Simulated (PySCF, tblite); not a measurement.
**C₇H₈ClFSi: geometry, infrared bands and NMR shifts**

Aim: predict the infrared bands and NMR shifts of C₇H₈ClFSi (`FCc1cccc([SiH3])c1Cl`).

Computed with tblite 0.8.0 and PySCF 2.14.0, with density-fitted response routines of our own, on a single molecule in the gas phase. Atoms are numbered from 0 throughout.

**1. The starting structure**

18 atoms, charge 0, multiplicity 1; geometry from: force field or distance geometry start.

Bonds of the start (Å): F0–C1 1.37, C1–C2 1.49, C2–C3 1.41, C3–C4 1.38, C4–C5 1.40, C5–C6 1.41, C6–Si7 1.88, C6–C8 1.42, C8–Cl9 1.74, C8–C2 1.42, C1–H10 1.09, C1–H11 1.11, C3–H12 1.08, C4–H13 1.09, C5–H14 1.09, Si7–H15 1.49, Si7–H16 1.49, Si7–H17 1.50.

**2. Relaxing the molecule with GFN2-xTB**

What the job is given:

```
{"job": {"kind": "relax", "xc": "GFN2-xTB", "basis": "xTB"}, "charge": 0, "multiplicity": 1}
F      3.701600    -0.335200     0.051000
C      2.534700    -1.048900     0.168400
C      1.301300    -0.222000     0.038100
C      1.418700     1.165600    -0.212400
C      0.292000     1.959900    -0.334500
C     -0.984000     1.400500    -0.246200
C     -1.152600     0.023700    -0.007900
Si    -2.908900    -0.627600     0.115000
C      0.006600    -0.787300     0.135200
Cl    -0.131600    -2.496600     0.435100
H      2.564800    -1.828600    -0.597100
H      2.566000    -1.524500     1.168500
H      2.401700     1.612500    -0.273400
H      0.410400     3.026700    -0.529400
H     -1.841300     2.072000    -0.355400
H     -3.875900     0.489800    -0.070000
H     -3.153700    -1.224700     1.453000
H     -3.158600    -1.648900    -0.949600
```

Started as:

```console
$ OMP_NUM_THREADS=1 python probes_run.py task.json out
```

This one command runs all jobs of the session in turn.

**Question.** This job is followed by: GFN2-xTB harmonic vibrations, gas phase; GIAO PBE0/pcSseg-1 NMR shielding, non-relativistic, gas phase. What will the session give for the following? strongest single infrared mode (GFN2-xTB); zero-point energy (GFN2-xTB); ¹³C shifts against TMS (PBE0/pcSseg-1); ¹H shifts against TMS (PBE0/pcSseg-1, means over atoms taken as alike); ¹⁹F shifts against CFCl3 (PBE0/pcSseg-1); ²⁹Si shifts against TMS (PBE0/pcSseg-1); ³⁵Cl shifts against HCl (PBE0/pcSseg-1).

The runs gave:

```
                                                              quantity                                               value
                             strongest single infrared mode (GFN2-xTB)                                792 cm⁻¹, 365 km/mol
                                          zero-point energy (GFN2-xTB)                                       76.4 kcal/mol
                                ¹³C shifts against TMS (PBE0/pcSseg-1)  146.6, 141.7, 141.1, 137.9, 132.7, 132.0, 85.6 ppm
¹H shifts against TMS (PBE0/pcSseg-1, means over atoms taken as alike)                    7.96, 7.84, 7.64, 5.92, 4.57 ppm
                              ¹⁹F shifts against CFCl3 (PBE0/pcSseg-1)                                          -267.7 ppm
                               ²⁹Si shifts against TMS (PBE0/pcSseg-1)                                           -72.8 ppm
                               ³⁵Cl shifts against HCl (PBE0/pcSseg-1)                                             229 ppm
```

In words: Relaxing lowered the energy by 0.170 eV in 32 steps; the close pair that moved most is C6–C8, from 1.422 to 1.387 Å. No mode is imaginary among the 48: a minimum at this level. The strongest single mode, at 792 cm⁻¹, has its largest shares on H15, H16 and H17 (the list is cut at 3 atoms). Unscaled tight-binding wavenumbers are off by several per cent, some by more. Its intensities can rank the bands wrongly. At PBE0/pcSseg-1: The widest tensor belongs to Cl9: span 342 ppm, with a paramagnetic part of -428 ppm. NICS(1)zz of -27 ppm above the planar ring from C2 marks a diatropic (aromatic) ring current.
